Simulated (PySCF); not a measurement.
# Hg4O4: other functionals and bases at one geometry

An exercise on one series of results from a longer session: the logs are not shown, and one member is left open.

The runs use PySCF 2.14.0; several levels, as the steps say, no spin–orbit coupling.

2 further runs of the same task are left out: 1 for a known fault of the program, 1 that didn't finish.

## Starting geometry

8 atoms, charge 0, spin multiplicity 1.

Bond lengths: Hg1–O5 2.308 Å, Hg1–O6 2.308 Å, Hg1–O7 2.308 Å, Hg2–O5 2.308 Å, Hg2–O6 2.308 Å, Hg2–O8 2.308 Å, Hg3–O5 2.308 Å, Hg3–O7 2.308 Å, Hg3–O8 2.308 Å, Hg4–O6 2.308 Å, Hg4–O7 2.308 Å, Hg4–O8 2.308 Å. Angles: O5–Hg1–O6 94.0°, O5–Hg1–O7 94.0°, O6–Hg1–O7 94.0°, O5–Hg2–O6 94.0°, O5–Hg2–O8 94.0°, O6–Hg2–O8 94.0°, O5–Hg3–O7 94.0°, O5–Hg3–O8 94.0°, O7–Hg3–O8 94.0°, O6–Hg4–O7 94.0°, O6–Hg4–O8 94.0°, O7–Hg4–O8 94.0°, Hg1–O5–Hg2 85.8°, Hg1–O5–Hg3 85.8°, Hg2–O5–Hg3 85.8°, Hg1–O6–Hg2 85.8°, Hg1–O6–Hg4 85.8°, Hg2–O6–Hg4 85.8° and more.

Coordinates:

```
Hg    1.11136    1.11136    1.11136
Hg    1.11136   -1.11136   -1.11136
Hg   -1.11136    1.11136   -1.11136
Hg   -1.11136   -1.11136    1.11136
O     1.19371    1.19371   -1.19371
O     1.19371   -1.19371    1.19371
O    -1.19371    1.19371    1.19371
O    -1.19371   -1.19371   -1.19371
```

An earlier session relaxed this geometry at TPSS, Hg def2-SVP with ECP60, O def2-SVP (singlet, point group Td).

At TPSS on the finer grid: E = -914.193458 Eh, HOMO -5.69 eV, LUMO -5.01 eV, Mulliken charge on Hg1 +0.53 e, largest force component 0.007 eV/Å. The gap is small, and the closed shell wasn't tested for a lower spin-broken solution.

Levels to run: M06-L; CAM-B3LYP; BLYP; wB97X; TPSS, TZVP. Hardware: 4 threads of Intel Xeon 6975P-C (Granite Rapids), shared host.

The first run:

run.py (the lines that set the calculation) reads:

```python
mol = gto.M(atom='''
Hg     1.11136     1.11136     1.11136
Hg     1.11136    -1.11136    -1.11136
Hg    -1.11136     1.11136    -1.11136
Hg    -1.11136    -1.11136     1.11136
O      1.19371     1.19371    -1.19371
O      1.19371    -1.19371     1.19371
O     -1.19371     1.19371     1.19371
O     -1.19371    -1.19371    -1.19371''',
    basis={'Hg': 'def2-SVP', 'O': 'def2-SVP'},
    ecp={'Hg': 'def2-SVP'},
    charge=0, spin=0)
mf = dft.RKS(mol, xc='M06L')
mf.grids.atom_grid = (75, 302)
mf = mf.density_fit()  # fitting sets: Hg def2-universal-JKFIT, O def2-universal-JKFIT
mf.conv_tol = 1e-08; mf.max_cycle = 55
mf.kernel(dm0)  # dm0: the density of the relaxed state
```

Command:

```
$ OMP_NUM_THREADS=4 python run.py
```

Steps of the session up to this table: M06-L; CAM-B3LYP; BLYP; wB97X; TPSS, TZVP.

One of the session's tables, all rows but one given; the rest of the session is left out.

```
              level  HOMO (eV)  gap (eV)  charge on Hg1 (e)  largest force component (eV/Å)
TPSS (relaxed here)      -5.69      0.68               0.53                            0.01
              M06-L          ?         ?                  ?                               ?
          CAM-B3LYP      -8.04      4.33               0.61                            0.57
               BLYP      -5.61      0.51               0.49                            0.51
              wB97X      -8.87      6.14               0.64                            0.57
         TPSS, TZVP      -5.87      0.77               0.69                            0.22
```

**Question.** Estimate the row for M06-L.

**Answer.** HOMO (eV): -5.57; gap (eV): 0.86; charge on Hg1 (e): 0.62; largest force component (eV/Å): 0.07. In the column «HOMO (eV)» it is the highest.

In one basis the HOMO–LUMO gap runs from 0.51 eV (BLYP) to 6.14 eV (wB97X). The largest leftover force, 0.57 eV/Å with CAM-B3LYP, stands at a geometry relaxed at another level. Total energies of different levels can't be compared.
